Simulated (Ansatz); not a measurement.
**WC (P-6m2): displacement scan with seeded SCF runs in Python**

A script is to give a displacement scan with seeded SCF runs; the system is WC (P-6m2).

All numbers are computed with Ansatz 0.2.0 through its Python package. Level of theory: DFT PBEsol, plane waves, norm-conserving potentials.

## Step 1: The system

It takes space group P-6m2 (No. 187, hexagonal). The conventional cell has a = 2.907 Å, b = 2.907 Å, c = 2.837 Å, α = 90.00°, β = 90.00°, γ = 120.00°. W (site symmetry -6m2) is surrounded by 6 C at 2.20 Å. C (site symmetry -6m2) is surrounded by 6 W at 2.20 Å.

No structure file is read: the coordinates are typed or built in the script.

## Step 2: The script

Input file walk.py:

```python
"""Move one atom of WC step by step, each SCF seeded by the last."""

import ansatz as az
from ase import Atoms
import numpy as np

atoms = Atoms(
    ["W", "C"],
    scaled_positions=[
        (0.0, 0.0, 0.0),
        (2 / 3, 1 / 3, 0.5),
    ],
    cell=[
        (2.9065, 0.0, 0.0),
        (-1.45325, 2.517103, 0.0),
        (0.0, 0.0, 2.8366),
    ],
    pbc=True,
)
cell = az.Crystal.from_ase(atoms)

start = np.array(cell.resolved().sites[0].position)
previous, rows = None, []
for step in range(5):
    target = start + step * 0.005 * np.eye(3)[0]
    job = (
        cell.move(0, to=target).calculation()
        .functional("pbesol")
        .pseudopotentials("nc")
        .kpoints(mesh=(6, 6, 5), center="monkhorst-pack")
        .occupations(az.OccupationsMethod.FERMI_DIRAC)
        .mixing("msr1", preconditioner="kerker")
        .scf(tolerance=1e-09, extra_bands=16)
        .forces()
    )
    session = job.session()
    if previous is not None:
        session.seed_next_step(previous)
    previous = session.plan(retain="density").execute()
    rep = previous.report
    shift = float(np.linalg.norm((target - start) @ np.array(rep["lattice"]["cell_ang"])))
    rows.append((step, shift, rep["lagrangian_ev"], float(np.linalg.norm(rep["forces_ev_ang"][0])), rep["n_iterations"], rep["n_symmetry_ops"]))
rows = [(row[0], row[1], 1000 * (row[2] - rows[0][2]), *row[3:]) for row in rows]
lines = [",".join(["step", "moved A", "dE meV", "force on it eV/A", "iterations", "symmetry operations"])] + [",".join(f"{v:.4f}" if isinstance(v, float) else str(v) for v in row) for row in rows]
print("\n".join(lines))
with open("walk.csv", "w") as handle:
    handle.write("\n".join(lines) + "\n")
```

## Step 3: The input behind the calls

The engine receives this input (first run):

```yaml
crystal:
  lattice:
    - [2.9065, 0.0, 0.0]
    - [-1.45325, 2.517103, 0.0]
    - [0.0, 0.0, 2.8366]
  atoms:
    - { symbol: W, position: [0.0, 0.0, 0.0] }
    - { symbol: C, position: [0.6666666666666666, 0.3333333333333333, 0.5] }
kpoints:
  mp_grid:
    grid: [6, 6, 5]
    shift: [0.5, 0.5, 0.0]
hamiltonian:
  xc: pbesol
  pseudopotentials:
    kind: nc
scf:
  n_extra_bands: 16
  convergence:
    dr2_threshold: 1.0e-09
  mixing:
    algorithm: msr1
    preconditioner: kerker
  occupations:
    method: fermi_dirac
output:
  forces: true
```

## Step 4: Running it

Command:

```sh
> python walk.py
```

Q: Predict the main results. Wanted: range of energy; lowest point, shift of atom 1 from run 1.

The runs gave:

| quantity | value |
| --- | --- |
| runs compared | 5 |
| range of energy | 13.74 meV/atom |
| lowest point, shift of atom 1 from run 1 (Å) | 0.000 |

The lowest point is at the first value of the scan; the highest lies 13.7 meV/atom above it. Reading the output:
- For a metal this k-point mesh is coarse: on a finer one energies can move by several to tens of meV an atom and pressures by half a GPa or more, differences at one mesh by less.
- Spin-orbit coupling, which matters for elements this heavy, is left out.
- The first step keeps the crystal's symmetry; the moved atom lowers it.
